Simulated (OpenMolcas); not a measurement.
**Nb³⁺ among point charges: CASSCF and CASPT2 levels and susceptibility**

How does a field of 6 point charges split the states of Nb³⁺, and what χT follows?

Program: OpenMolcas 26.06. Level of theory: state-averaged CASSCF and CASPT2, spin-orbit coupling by RASSI with atomic mean-field integrals. These are calculated values, not measurements, unless marked.

## 1. What is computed

```
Species                           : Nb³⁺ (niobium, Z = 41, 38 electrons)
Basis                             : ANO-RCC-VDZP [6s5p3d1f], 43 functions
Scalar Hamiltonian                : DKH2, point nucleus
Inactive shells                   : 1s 2s 2p 3s 3p 3d 4s 4p
Active space                      : 2 electrons in 5 orbitals (4d)
Some configurations of this space : 4d²
Orbitals                          : optimised for each spin and parity, averaged over all roots
```

The outer shells:

4d2
```
4d [↑ ][↑ ][  ][  ][  ]
```

The ion sits among 6 point charges of -1 e arranged as an octahedron (Oh), 2.3 Å from the ion.

Each step is its own input file, run in one work folder so that later steps find the files of earlier ones. Labels, J, g values, rates, χT and fits are worked out afterwards by a script from the matrices that RASSI stores. The input lists half of the charges; inversion (Group=XYZ) makes the rest.

## 2. One- and two-electron integrals

File a.inp:

```
&GATEWAY
Coord
1

Nb 0.0 0.0 0.0
Basis=ANO-RCC-VDZP
Group=XYZ
NoMove
AngMom=0.0 0.0 0.0
AMFI
XField
3 Angstrom 0
2.300000 0.000000 0.000000 -1.000000
0.000000 2.300000 0.000000 -1.000000
0.000000 0.000000 2.300000 -1.000000
&SEWARD
```

Started as:

```
$ OMP_NUM_THREADS=1 MOLCAS_MEM=1689 MOLCAS_PROJECT=a pymolcas a.inp > a.log
```

## 3. CASSCF: triplets of even parity, 10 roots

File a.inp:

```
&RASSCF
FileOrb=start.orb
Symmetry=1
Spin=3
nActEl=2 0 0
Inactive=9 9
Ras2=5 0
CIRoot=10 10 1
SDav=10
CIMx=300
Iter=120 100
PrWF=0.3
OrbListing=Nothing
MaxOrb=0
>>> COPY $Project.JobIph JOB001
```

start.orb holds the contracted functions of the basis, ordered by shell, or the orbitals of the step before.

## 4. Reference wave functions, singlets of even parity, 15 roots

File a.inp:

```
&RASSCF
FileOrb=start.orb
Symmetry=1
Spin=1
nActEl=2 0 0
Inactive=9 9
Ras2=5 0
CIRoot=15 15 1
SDav=15
CIMx=300
Iter=120 100
PrWF=0.3
OrbListing=Nothing
MaxOrb=0
>>> COPY $Project.JobIph JOB002
```

## 5. RASSI: spin-orbit coupling between the states

File a.inp:

```
&RASSI
NrOfJobIphs=2 10 15
1 2 3 4 5 6 7 8 9 10
1 2 3 4 5 6 7 8 9 10 11 12 13 14 15
IphNames
JOB001
JOB002
EJob
SpinOrbit
DIPRint=1.0
SOCoupling=1000.0
Subsets=2
Property=9
'ANGMOM' 1 'ANGMOM' 2 'ANGMOM' 3 'MLTPL  1' 1 'MLTPL  1' 2 'MLTPL  1' 3
'AMFI' 1 'AMFI' 2 'AMFI' 3
SOProperty=3
'ANGMOM' 1 'ANGMOM' 2 'ANGMOM' 3
```

## 6. CASPT2: IPEA 0.25, imaginary shift 0.1 (closed shells correlated: 4s 4p)

File a.inp:

```
>>> COPY JOB001 $Project.JobIph
&CASPT2
Multistate=10 1 2 3 4 5 6 7 8 9 10
NoMult
Frozen=8 6
IPEA=0.25
Imaginary=0.1
MaxIter=60
WThr=0.0 0.3 0.05
PrWF=0.5
NoMix
>>> COPY JOB002 $Project.JobIph
&CASPT2
Multistate=15 1 2 3 4 5 6 7 8 9 10 11 12 13 14 15
NoMult
Frozen=8 6
IPEA=0.25
Imaginary=0.1
MaxIter=60
WThr=0.0 0.3 0.05
PrWF=0.5
NoMix
```

(Steps that only read results are left out.)

What does the calculation give? Wanted: spin-free ground state; first state of the same spin within the active space; lowest level; next level.

As calculated:

| quantity | value |
| --- | --- |
| method | SS-CASPT2, IPEA 0.25, imaginary shift 0.1 (closed shells correlated: 4s 4p) |
| spin-free ground state | 3T1, 3-fold in its orbital part |
| first state of the same spin within the active space | 3T2 at 4250 cm⁻¹ |
| lowest level | 2-fold E, g = 0.00, 0.00, 0.00 |
| next level | 156.9 cm⁻¹ |
| χT at 300 K | 0.30 cm³ K/mol |
| effective moment at 300 K | 1.55 μB |

Cost by method:

```tsv
method	time of its own steps	time with the reference
A. CASSCF	4 s	4 s
B. SS-CASPT2, IPEA 0.25, imaginary shift 0.1, +4s 4p	1.3 s	5.3 s
```

Times are of one thread on a shared host.

**Reading.** The spin-free ground state (3T1) comes to 98 % from free-ion F terms and keeps the highest spin of the shell. χT at 300 K is 0.30, against 1.00 cm³ K/mol for the spin alone, so spin-orbit coupling lowers it. A ligand-field fit to the states below 45000 cm-1 gives 10Dq = 5500 cm-1, B = 639 cm-1 and C = 2506 cm-1 (C/B = 3.92), with a deviation of 385 cm-1. CASPT2 does not keep the components of a term degenerate, and the means are used. The field of point charges can differ much from that of real complexes. This is an electrostatic model: the charges have no orbitals.
